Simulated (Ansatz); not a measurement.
# ClGaH2OSi: one species, many methods

How much do the methods differ for ClGaH2OSi? The plan is to run it at one geometry with functionals of several rungs and with coupled cluster, and see how far each lands from CCSD(T) at the basis-set limit for the atomisation energy.

Method: functionals in def2-TZVPP, the program's frozen cores in correlated methods; program: Ansatz 0.2.0, Gaussian basis.

Plan: LDA (SPW92), PBE-D4, revPBE-D4, BLYP-D4, r2SCAN-D4, B97M-V, PBE0-D4, B3LYP-D4, r2SCANh-D4, r2SCAN0-D4, HSE06-D4, BHLYP-D4, CAM-B3LYP-D4, LC-ωPBE, ωB97X-V, ωB97M-V, B2PLYP, PBE-QIDH; CCSD(T)/def2-SVP; CCSD(T)/def2-TZVPP; MP2/def2-QZVPP; extrapolation to the limit; RPA on PBE.

## (1) Structure used throughout

An earlier PBE0-D4 in a triple-zeta def2 set relaxation fixed the geometry.

SMILES `[Cl][Ga]1[O][SiH2]1`, 6 atoms, charge 0, spin multiplicity 1.

Atoms are counted from 1 here; the program's logs count them from 0.

Bond lengths: Cl1–Ga2 2.124 Å, Ga2–O3 1.944 Å, Ga2–Si4 2.293 Å, O3–Si4 1.622 Å, Si4–H5 1.486 Å, Si4–H6 1.486 Å. Angles: Cl1–Ga2–O3 115.1°, Cl1–Ga2–Si4 159.1°, O3–Ga2–Si4 44.1°, Ga2–O3–Si4 79.5°, Ga2–Si4–O3 56.4°, Ga2–Si4–H5 121.4°, Ga2–Si4–H6 121.4°, O3–Si4–H5 119.8°, O3–Si4–H6 119.8°, H5–Si4–H6 109.3°.

## (2) LDA

This LDA is Slater exchange with PW92 correlation.

Contents of in.yaml:

```yaml
crystal:
  periodic: [false, false, false]
  atoms:
    - {symbol: Cl, position_ang: [-0.665756, -3.275121, 0.057115]}
    - {symbol: Ga, position_ang: [0.079871, -1.300360, 0.293273]}
    - {symbol: O, position_ang: [-0.860085, 0.062041, -0.725573]}
    - {symbol: Si, position_ang: [0.262061, 0.968652, 0.016084]}
    - {symbol: H, position_ang: [1.369295, 1.565793, -0.774636]}
    - {symbol: H, position_ang: [-0.143388, 1.914896, 1.087537]}
basis:
  gaussian: {orbitals: def2-TZVPP}
hamiltonian: {xc: lda}
output: {orbitals: {seedname: orbitals}}
```

The run is started by

```sh
> ansatz run in.yaml --threads 2 --pin off --events-out ev --progress --plain --max-ram 4352MiB
```

After this run come: PBE-D4 (GGA); revPBE-D4 (GGA); BLYP-D4 (GGA); r2SCAN-D4 (meta-GGA); B97M-V (meta-GGA); PBE0-D4 (hybrid); B3LYP-D4 (hybrid); r2SCANh-D4 (hybrid); r2SCAN0-D4 (hybrid); HSE06-D4 (hybrid); BHLYP-D4 (hybrid); CAM-B3LYP-D4 (range-separated); LC-ωPBE (range-separated); ωB97X-V (range-separated); ωB97M-V (range-separated); B2PLYP (double hybrid); PBE-QIDH (double hybrid); CCSD(T) in def2-SVP; CCSD(T) in def2-TZVPP; MP2 in def2-QZVPP; RPA on PBE orbitals.

Before running them: what should the planned runs give, taken together? Wanted: atomisation energy, CCSD(T)/CBS; farthest beyond LDA; mean size of error, GGA; mean size of error, meta-GGA; mean size of error, hybrid; mean size of error, range-separated; mean size of error, double hybrid; gap, smallest and largest; T1 diagnostic.

The runs gave:

| quantity | value |
| --- | --- |
| atomisation energy, CCSD(T)/CBS | 436.1 kcal/mol |
| functionals within 4.4 kcal/mol (1.0 %) | PBE-D4, r2SCAN-D4, B97M-V, r2SCANh-D4, ωB97X-V, ωB97M-V |
| farthest beyond LDA | BHLYP-D4 (-25.7 kcal/mol) |
| mean size of error, GGA | 7.8 kcal/mol |
| mean size of error, meta-GGA | 2.1 kcal/mol |
| mean size of error, hybrid | 11.2 kcal/mol |
| mean size of error, range-separated | 5.6 kcal/mol |
| mean size of error, double hybrid | 8.9 kcal/mol |
| gap, smallest and largest | 2.77 eV (LDA (SPW92)), 9.24 eV (LC-ωPBE) |
| T1 diagnostic | 0.0154 |
| triples share of the correlation energy | 4.3 % |

**Reading.** LDA overbinds by 65.9 kcal/mol (15 %). PBE-D4 is off by +2.4 kcal/mol. Double hybrids carry the basis error of their MP2 part in triple zeta, and no dispersion term here, so their miss is partly the set-up's. By mean error the best rung here is meta-GGA (2.1 kcal/mol) and the worst beyond LDA is hybrid (11.2 kcal/mol). The mean of the hybrids holds BHLYP, with half exact exchange. Misses under about 4.4 kcal/mol are within the doubt on the reference itself, which lacks core-valence correlation, relativity and higher excitations, and its outer-core shells are covered unevenly. Hartree-Fock recovers 68 % of the binding; the rest is correlation. CCSD(T) in def2-SVP is off by -43.3 kcal/mol, worse than the median functional, from the basis alone. The gap grows from 2.8 to 9.2 eV across the functionals, mostly with the share of exact exchange. Correlated methods include outer-core shells of Ga, which these sets cover unevenly.
